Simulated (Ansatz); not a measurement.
# F2H6N2OSi2: basis-set convergence

An exercise on one series of results from a longer session: the logs are not shown, and one member is left open.

The runs use Ansatz 0.2.0, Gaussian basis; one geometry, several basis sets.

The runs, in order: PBE0-D4/def2-SVP; ωB97M-V/def2-SVP; PBE0-D4/def2-QZVPP; ωB97M-V/def2-QZVPP; the functionals' def2-TZVPP values are taken from earlier runs.

### The relaxed structure

The geometry comes from an earlier relaxation with PBE0-D4 in a triple-zeta def2 set; it is a stationary point, not always the lowest conformer.

SMILES `N[Si@@H](F)O[Si@@H](N)F`, 13 atoms, charge 0, spin multiplicity 1.

Atoms are counted from 1 here; the program's logs count them from 0.

Bond lengths: N1–Si2 1.690 Å, N1–H8 1.007 Å, N1–H9 1.006 Å, Si2–F3 1.599 Å, Si2–O4 1.622 Å, Si2–H10 1.473 Å, O4–Si5 1.622 Å, Si5–N6 1.690 Å, Si5–F7 1.599 Å, Si5–H11 1.473 Å, N6–H12 1.007 Å, N6–H13 1.006 Å. Angles: Si2–N1–H8 121.3°, Si2–N1–H9 121.4°, H8–N1–H9 112.1°, N1–Si2–F3 114.0°, N1–Si2–O4 107.2°, N1–Si2–H10 110.3°, F3–Si2–O4 106.7°, F3–Si2–H10 105.6°, O4–Si2–H10 113.2°, Si2–O4–Si5 148.3°, O4–Si5–N6 107.1°, O4–Si5–F7 106.7°, O4–Si5–H11 113.2°, N6–Si5–F7 114.0°, N6–Si5–H11 110.3°, F7–Si5–H11 105.6°, Si5–N6–H12 121.3°, Si5–N6–H13 121.4° and more.

As a file:

```mol
F2H6N2OSi2
  3D, bonds by distance, orders not assigned

 13 12  0  0  0  0  0  0  0  0999 V2000
   -0.0391   -1.5988    2.1097 N   0  0
    0.9150   -1.0972    0.8087 Si  0  0
    1.2983   -2.2704   -0.2074 F   0  0
    0.0464   -0.0170   -0.0328 O   0  0
   -0.1444    0.8356   -1.3988 Si  0  0
   -1.2881    2.0377   -1.0801 N   0  0
    1.2984    1.3989   -1.7945 F   0  0
   -1.0329   -1.7254    2.0119 H   0  0
    0.3422   -2.1579    2.8542 H   0  0
    2.1975   -0.5591    1.2944 H   0  0
   -0.5752    0.0121   -2.5418 H   0  0
   -1.3200    2.5072   -0.1902 H   0  0
   -1.6778    2.5993   -1.8184 H   0  0
  1  2  8  0
  2  3  8  0
  2  4  8  0
  4  5  8  0
  5  6  8  0
  5  7  8  0
  1  8  8  0
  1  9  8  0
  2 10  8  0
  5 11  8  0
  6 12  8  0
  6 13  8  0
M  END
```

The first run:

Input file in.yaml:

```yaml
crystal:
  periodic: [false, false, false]
  atoms:
    - {symbol: N, position_ang: [-0.039094, -1.598760, 2.109700]}
    - {symbol: Si, position_ang: [0.915010, -1.097172, 0.808667]}
    - {symbol: F, position_ang: [1.298331, -2.270361, -0.207359]}
    - {symbol: O, position_ang: [0.046422, -0.016956, -0.032788]}
    - {symbol: Si, position_ang: [-0.144430, 0.835642, -1.398820]}
    - {symbol: N, position_ang: [-1.288130, 2.037705, -1.080109]}
    - {symbol: F, position_ang: [1.298392, 1.398906, -1.794535]}
    - {symbol: H, position_ang: [-1.032940, -1.725373, 2.011917]}
    - {symbol: H, position_ang: [0.342168, -2.157934, 2.854152]}
    - {symbol: H, position_ang: [2.197506, -0.559112, 1.294390]}
    - {symbol: H, position_ang: [-0.575154, 0.012059, -2.541808]}
    - {symbol: H, position_ang: [-1.320014, 2.507169, -0.190220]}
    - {symbol: H, position_ang: [-1.677767, 2.599287, -1.818389]}
basis:
  gaussian: {orbitals: def2-SVP}
hamiltonian: {xc: pbe0, dispersion: d4}
output: {orbitals: {seedname: orbitals}}
```

On the command line:

```console
$ ansatz run in.yaml --threads 2 --pin off --events-out ev --progress --plain --max-ram 32768MiB --backend cpu
```

Among the steps run: PBE0-D4 in def2-SVP; ωB97M-V in def2-SVP; PBE0-D4 in def2-QZVPP; ωB97M-V in def2-QZVPP.

One of the session's tables, all rows but one given; the rest of the session is left out.

It belongs to the step «Functionals by basis». 

```
functional       basis  HOMO (eV)  LUMO (eV)
   PBE0-D4    def2-SVP      -7.78       1.62
   PBE0-D4  def2-TZVPP      -8.03       0.89
   PBE0-D4  def2-QZVPP      -8.09       0.51
   ωB97M-V    def2-SVP     -10.20       3.24
   ωB97M-V  def2-TZVPP          ?          ?
   ωB97M-V  def2-QZVPP     -10.52       1.63
```

Estimate the missing values for ωB97M-V, def2-TZVPP.

As computed: HOMO (eV): -10.46; LUMO (eV): 2.26. In the column «HOMO (eV)» it lies between ωB97M-V, def2-QZVPP (-10.52) and ωB97M-V, def2-SVP (-10.20).
